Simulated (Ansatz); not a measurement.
**C₃H₁₁BO₂: how energies converge with the basis set**

Aim: see how fast density functionals converge with the basis set for C₃H₁₁BO₂.

Method: one geometry, several basis sets; program: Ansatz 0.2.0, Gaussian basis.

Levels to be run: PBE0-D4/def2-SVP; ωB97M-V/def2-SVP; PBE0-D4/def2-QZVPP; ωB97M-V/def2-QZVPP; the functionals' def2-TZVPP values are taken from earlier runs.

### Step 1. The relaxed structure

All runs share one geometry, relaxed beforehand with PBE0-D4 in a triple-zeta def2 set.

17 atoms, charge 0, spin multiplicity 1.

Atoms are counted from 1 here; the program's logs count them from 0.

Bond lengths: C1–O2 1.413 Å, C1–H7 1.096 Å, C1–H8 1.089 Å, C1–H9 1.096 Å, O2–H10 0.959 Å, B3–C4 1.576 Å, B3–C5 1.572 Å, B3–O6 1.369 Å, C4–H11 1.093 Å, C4–H12 1.094 Å, C4–H13 1.097 Å, C5–H14 1.093 Å, C5–H15 1.092 Å, C5–H16 1.097 Å, O6–H17 0.960 Å. Angles: O2–C1–H7 112.1°, O2–C1–H8 106.7°, O2–C1–H9 111.8°, H7–C1–H8 108.2°, H7–C1–H9 109.0°, H8–C1–H9 108.9°, C1–O2–H10 108.8°, C4–B3–C5 122.3°, C4–B3–O6 120.7°, C5–B3–O6 116.4°, B3–C4–H11 112.3°, B3–C4–H12 113.5°, B3–C4–H13 109.2°, H11–C4–H12 108.0°, H11–C4–H13 106.3°, H12–C4–H13 107.2°, B3–C5–H14 112.0°, B3–C5–H15 112.8° and more.

As a file:

```mol
C3H11BO2
  3D, bonds by distance, orders not assigned

 17 15  0  0  0  0  0  0  0  0999 V2000
   -1.6320   -1.5069   -0.8363 C   0  0
   -0.2890   -1.6106   -0.4092 O   0  0
    0.5505    0.9098    0.0094 B   0  0
    2.0147    0.4208    0.3282 C   0  0
   -0.4958    1.2240    1.1404 C   0  0
    0.1891    1.2487   -1.2666 O   0  0
   -2.3120   -1.2820   -0.0070 H   0  0
   -1.6728   -0.6789   -1.5432 H   0  0
   -1.9713   -2.4201   -1.3388 H   0  0
   -0.2345   -2.2733    0.2823 H   0  0
    2.0438   -0.2834    1.1631 H   0  0
    2.5137   -0.0464   -0.5261 H   0  0
    2.6247    1.2818    0.6302 H   0  0
   -0.5421    0.4279    1.8881 H   0  0
   -1.4998    1.4048    0.7505 H   0  0
   -0.1870    2.1286    1.6789 H   0  0
    0.8809    1.0550   -1.9038 H   0  0
  1  2  8  0
  1  7  8  0
  1  8  8  0
  1  9  8  0
  2 10  8  0
  3  4  8  0
  3  5  8  0
  3  6  8  0
  4 11  8  0
  4 12  8  0
  4 13  8  0
  5 14  8  0
  5 15  8  0
  5 16  8  0
  6 17  8  0
M  END
```

### Step 2. PBE0-D4 in def2-SVP

The input, in.yaml:

```yaml
crystal:
  periodic: [false, false, false]
  atoms:
    - {symbol: C, position_ang: [-1.632030, -1.506916, -0.836320]}
    - {symbol: O, position_ang: [-0.288966, -1.610597, -0.409241]}
    - {symbol: B, position_ang: [0.550487, 0.909809, 0.009350]}
    - {symbol: C, position_ang: [2.014712, 0.420798, 0.328244]}
    - {symbol: C, position_ang: [-0.495815, 1.224044, 1.140368]}
    - {symbol: O, position_ang: [0.189100, 1.248689, -1.266602]}
    - {symbol: H, position_ang: [-2.312031, -1.281999, -0.006985]}
    - {symbol: H, position_ang: [-1.672754, -0.678911, -1.543159]}
    - {symbol: H, position_ang: [-1.971270, -2.420078, -1.338792]}
    - {symbol: H, position_ang: [-0.234537, -2.273316, 0.282341]}
    - {symbol: H, position_ang: [2.043759, -0.283370, 1.163082]}
    - {symbol: H, position_ang: [2.513669, -0.046448, -0.526126]}
    - {symbol: H, position_ang: [2.624654, 1.281780, 0.630194]}
    - {symbol: H, position_ang: [-0.542098, 0.427910, 1.888135]}
    - {symbol: H, position_ang: [-1.499840, 1.404819, 0.750481]}
    - {symbol: H, position_ang: [-0.186969, 2.128611, 1.678886]}
    - {symbol: H, position_ang: [0.880928, 1.054974, -1.903757]}
basis:
  gaussian: {orbitals: def2-SVP}
hamiltonian: {xc: pbe0, dispersion: d4}
output: {orbitals: {seedname: orbitals}}
```

Started as:

```sh
> ansatz run in.yaml --threads 4 --pin off --events-out ev --progress --plain --max-ram 11315MiB
```

After this run come: ωB97M-V in def2-SVP; PBE0-D4 in def2-QZVPP; ωB97M-V in def2-QZVPP.

Before running them: what should the planned runs give, taken together? Wanted: PBE0-D4: double and triple zeta above quadruple; ωB97M-V: double and triple zeta above quadruple.

The runs gave:

```
                                       quantity           value
PBE0-D4: double and triple zeta above quadruple   9.79, 0.47 eV
ωB97M-V: double and triple zeta above quadruple  10.19, 0.46 eV
```

PBE0-D4 gains 9.32 eV from double to triple zeta, then 0.47 eV more. These are total energies; as a rule much of such shifts cancels in differences, which this series doesn't test. The LUMO of ωB97M-V is positive and keeps falling with the basis (2.97 to 1.40 eV): an unbound level that the basis holds in place.
